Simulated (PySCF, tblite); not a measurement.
# C8H8+ (doublet): geometry, infrared bands and EPR parameters

Wanted: the infrared bands and EPR parameters of C8H8+ (doublet) (`[CH+]=[C]C#CCC1CC1`), by calculation.

The runs use tblite 0.8.0 and PySCF 2.14.0, with density-fitted response routines of our own; the level of theory stands in each step. All values are computed, except where a source is named. Atoms count from 0, in the outputs and in this text.

## Step 1: Starting geometry

16 atoms, charge 1, multiplicity 2; geometry from: force field or distance geometry start.

Bonds of the start (Å): C0–C1 1.21, C1–C2 1.52, C2–C3 1.21, C3–C4 1.46, C4–C5 1.50, C5–C6 1.51, C6–C7 1.51, C7–C5 1.51, C0–H8 1.06, C4–H9 1.09, C4–H10 1.10, C5–H11 1.09, C6–H12 1.07, C6–H13 1.08, C7–H14 1.08, C7–H15 1.09.

## Step 2: Relaxing the molecule with GFN2-xTB

The job: settings as JSON, then the geometry in Å.

```
{"job": {"kind": "relax", "xc": "GFN2-xTB", "basis": "xTB"}, "charge": 1, "multiplicity": 2}
C      4.624900     0.316600     1.231800
C      3.515100     0.063000     0.810900
C      2.122300    -0.279900     0.295300
C      1.014800    -0.529000    -0.128300
C     -0.320100    -0.862100    -0.623400
C     -1.253200     0.006800     0.158700
C     -2.595200     0.379800    -0.411700
C     -1.527200     1.434000    -0.252900
H      5.594000     0.548200     1.599700
H     -0.561600    -1.916800    -0.460700
H     -0.388300    -0.659900    -1.706700
H     -1.219700    -0.217600     1.225900
H     -2.852800     0.054200    -1.401400
H     -3.437000     0.408700     0.267800
H     -1.065600     1.819700    -1.154000
H     -1.657900     2.171000     0.537700
```

Started as:

```
$ OMP_NUM_THREADS=1 python probes_run.py task.json out
```

The driver reads the jobs from task.json and runs them one after another.

**Question.** This job is followed by: GFN2-xTB harmonic vibrations, gas phase; UKS B3LYP, pcH-1 on C H, non-relativistic, mean-field spin-orbit, GIAO. Predict these results of the whole session: strongest single infrared mode (GFN2-xTB); zero-point energy (GFN2-xTB); g(iso) (B3LYP); ⟨S²⟩; largest a(iso) (averaged by class).

As calculated:

| quantity | value |
| --- | --- |
| strongest single infrared mode (GFN2-xTB) | 2247 cm⁻¹, 627 km/mol |
| zero-point energy (GFN2-xTB) | 76.9 kcal/mol |
| g(iso) (B3LYP) | 2.01031 |
| ⟨S²⟩ | 0.758 (exact 0.75) |
| largest a(iso) (averaged by class) | 1H on H9, H10, 165.7 MHz |

**Reading.** The optimisation took 122 steps and gained 0.790 eV; among the close pairs (by a distance rule), C1–C2 changed most, from 1.524 to 1.342 Å. All 42 modes are real, so the xTB geometry is a minimum. The strongest single mode, at 2247 cm⁻¹, moves mainly C2 and C3. Unscaled tight-binding wavenumbers are off by several per cent, some by more. Its intensities can rank the bands wrongly. C0 carries the largest spin population, 0.34 e. The isotropic g lies 8.0 ppt above the free-electron value. The conformer search found further structures of the same energy, which may be mirror or relabelled copies of this one.
